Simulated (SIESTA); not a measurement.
The system is Ba2Tl5V3O12.

```xyz
22
Lattice="6.4901 -6.6769 0.0000 6.4901 6.6769 0.0000 -2.0096 0.0000 5.7376" Properties=species:S:1:pos:R:3 pbc="T T T"
Ba    6.4901    0.2782    0.0000
Ba    6.4901   -3.9079    0.0000
V     9.8864    1.9304    1.4766
V     1.0842    1.9304    4.2610
V     5.4853   -0.9938    2.8688
Tl    7.5111    2.3899    3.6563
Tl    3.4595    2.3899    2.0813
Tl    5.4853    6.4755    2.8688
Tl    2.3924   -1.2210    1.2561
Tl    8.5782   -1.2210    4.4815
O     0.8441    1.7317    2.5403
O     6.4531    0.0639    3.8847
O     7.0059   -3.2392    4.8560
O     8.1842    1.8299    1.1816
O     6.5345   -1.8120    1.7991
O     0.1384    0.7388    5.0836
O     4.4361   -1.8120    3.9385
O    10.8322    0.7388    0.6540
O     3.9648   -3.2392    0.8816
O     2.7865    1.8299    4.5560
O    10.1265    1.7317    3.1973
O     4.5175    0.0639    1.8529
```

The cell was built by a generator and needn't be a form met in nature.

* Program: SIESTA 5.4.2
* Task: single point
* Functional: PBE
* Potentials or basis: PseudoDojo 0.4 standard (PBE files)
* Basis: DZP (energy shift 0.003 Ry; two zetas on semicore shells; d shell added on Ba)
* Grid cutoff: 800 Ry
* Energy shift: 0.003 Ry
* k mesh: 3 × 3 × 5
* Occupations: fermi-dirac, width 0.05 eV
* Spin: collinear spin, ferromagnetic start
* Starting moments: [0.0, 0.0, 2.0, 2.0, 2.0, 0.0, 0.0, 0.0, 0.0, 0.0, 0.0, 0.0, 0.0, 0.0, 0.0, 0.0, 0.0, 0.0, 0.0, 0.0, 0.0, 0.0] μB

On this cell: pressure 1.1 GPa; largest force 0.363 eV/Å; net moment 0.00 μB per cell; band gap on the k mesh 2.83 eV, indirect (least direct gap 2.89 eV).

The same run follows on a disturbed copy (atoms moved at random, drawn with an rms of 0.05 Å):

```
CELL_PARAMETERS angstrom
6.49009 -6.67692 0.00000
6.49009 6.67692 0.00000
-2.00957 0.00000 5.73760
ATOMIC_POSITIONS crystal
Ba 0.47881 0.52614 0.00303
Ba 0.79619 0.20917 0.99958
V 0.65526 0.93792 0.25408
V 0.04885 0.34399 0.75086
V 0.57308 0.42764 0.50533
Tl 0.50152 0.85518 0.64454
Tl 0.13974 0.50714 0.36014
Tl 0.01908 0.98934 0.50142
Tl 0.31162 0.13261 0.22044
Tl 0.87358 0.69124 0.77754
O 0.00132 0.25851 0.44043
O 0.59539 0.61194 0.68114
O 0.91016 0.42061 0.84889
O 0.52717 0.79834 0.21469
O 0.69129 0.41637 0.32190
O 0.09562 0.20731 0.88733
O 0.58286 0.30677 0.69160
O 0.79626 0.90656 0.11641
O 0.56710 0.08976 0.15622
O 0.19900 0.47536 0.79515
O 0.73523 0.99394 0.55691
O 0.39323 0.40199 0.32966
```

Task: What changes?

Result: The energy moves by +20.8 meV/atom; pressure 0.8 GPa; largest force 3.834 eV/Å; net moment 0.00 μB per cell; band gap on the k mesh 2.65 eV, indirect (least direct gap 2.67 eV).

Forces on the atoms (eV/Å):
```
Ba  -0.504 -0.395 -0.076
Ba  -0.751 -0.103  0.298
V    2.571  2.465  0.969
V    2.125 -1.732 -2.681
V   -0.253 -1.500  0.466
Tl   0.110  0.416  0.153
Tl  -0.192 -0.141  0.182
Tl   0.011  0.061 -0.104
Tl  -0.270 -0.276  0.089
Tl   0.018  0.040  0.001
O    0.116  0.199  0.774
O   -0.195 -0.364 -0.009
O   -0.412  2.106  0.799
O   -1.662  0.009 -0.443
O   -0.174  0.538  0.288
O   -0.842 -0.712  0.711
O    0.866  0.945 -0.616
O    0.260 -0.726 -0.617
O   -0.543 -1.471  0.140
O   -0.258  0.436  0.049
O   -0.142 -0.251 -0.139
O    0.119  0.460 -0.235
```

Stress tensor (GPa, compression positive):
```
 1.41 -0.38  0.15
-0.38  0.88  0.59
 0.15  0.59  0.00
```

Caveats: this set's barium file shifts pressures by up to 1 GPa against other sets; spin-orbit coupling is left out, which as a rule narrows the gap of such compounds by several tenths of an eV; an odd mesh through Γ misses points on the zone boundary, where band edges often lie; the basis of atomic orbitals isn't converged, which shifts pressures, moduli and gaps.
